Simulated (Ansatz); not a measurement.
# CH₅ClGe: how energies converge with the basis set

Aim: see how fast density functionals converge with the basis set for CH₅ClGe.

Program: Ansatz 0.2.0, Gaussian basis. Level of theory: one geometry, several basis sets. These are calculated values, not measurements.

Plan: PBE0-D4/def2-SVP; ωB97M-V/def2-SVP; PBE0-D4/def2-QZVPP; ωB97M-V/def2-QZVPP; the functionals' def2-TZVPP values are taken from earlier runs.

## 1. Structure used throughout

All runs share one geometry, relaxed beforehand with PBE0-D4 in a triple-zeta def2 set.

SMILES `[CH3][GeH2][Cl]`, 8 atoms, charge 0, spin multiplicity 1.

Atoms are counted from 1 here; the program's logs count them from 0.

Bond lengths: C1–Ge2 1.940 Å, C1–H4 1.090 Å, C1–H5 1.090 Å, C1–H6 1.092 Å, Ge2–Cl3 2.165 Å, Ge2–H7 1.536 Å, Ge2–H8 1.536 Å. Angles: Ge2–C1–H4 109.8°, Ge2–C1–H5 109.8°, Ge2–C1–H6 110.0°, H4–C1–H5 109.1°, H4–C1–H6 109.1°, H5–C1–H6 109.1°, C1–Ge2–Cl3 107.5°, C1–Ge2–H7 112.8°, C1–Ge2–H8 112.8°, Cl3–Ge2–H7 106.2°, Cl3–Ge2–H8 106.2°, H7–Ge2–H8 110.9°.

## 2. PBE0-D4 in def2-SVP

The input, in.yaml:

```yaml
crystal:
  periodic: [false, false, false]
  atoms:
    - {symbol: C, position_ang: [-0.555023, 0.817369, -0.373753]}
    - {symbol: Ge, position_ang: [0.403025, -0.782102, 0.161771]}
    - {symbol: Cl, position_ang: [1.611673, -0.270621, 1.883008]}
    - {symbol: H, position_ang: [0.153792, 1.604508, -0.630733]}
    - {symbol: H, position_ang: [-1.187626, 1.161244, 0.444528]}
    - {symbol: H, position_ang: [-1.180641, 0.603545, -1.242450]}
    - {symbol: H, position_ang: [1.379631, -1.278921, -0.914579]}
    - {symbol: H, position_ang: [-0.532631, -1.912121, 0.616407]}
basis:
  gaussian: {orbitals: def2-SVP}
hamiltonian: {xc: pbe0, dispersion: d4}
output: {orbitals: {seedname: orbitals}}
```

Further steps of the session: ωB97M-V in def2-SVP; PBE0-D4 in def2-QZVPP; ωB97M-V in def2-QZVPP.

Q: Predict the results of all the runs planned. Wanted: PBE0-D4: double and triple zeta above quadruple; ωB97M-V: double and triple zeta above quadruple.

**Answer**, as computed:

| quantity | value |
| --- | --- |
| PBE0-D4: double and triple zeta above quadruple | 14.39, 1.66 eV |
| ωB97M-V: double and triple zeta above quadruple | 14.39, 1.62 eV |

For PBE0-D4 the step from double to triple zeta gains 12.73 eV and the next only 1.66 eV. These are total energies; as a rule much of such shifts cancels in differences, which this series doesn't test. The LUMO of ωB97M-V is positive and keeps falling with the basis (2.40 to 1.50 eV): an unbound level that the basis holds in place.
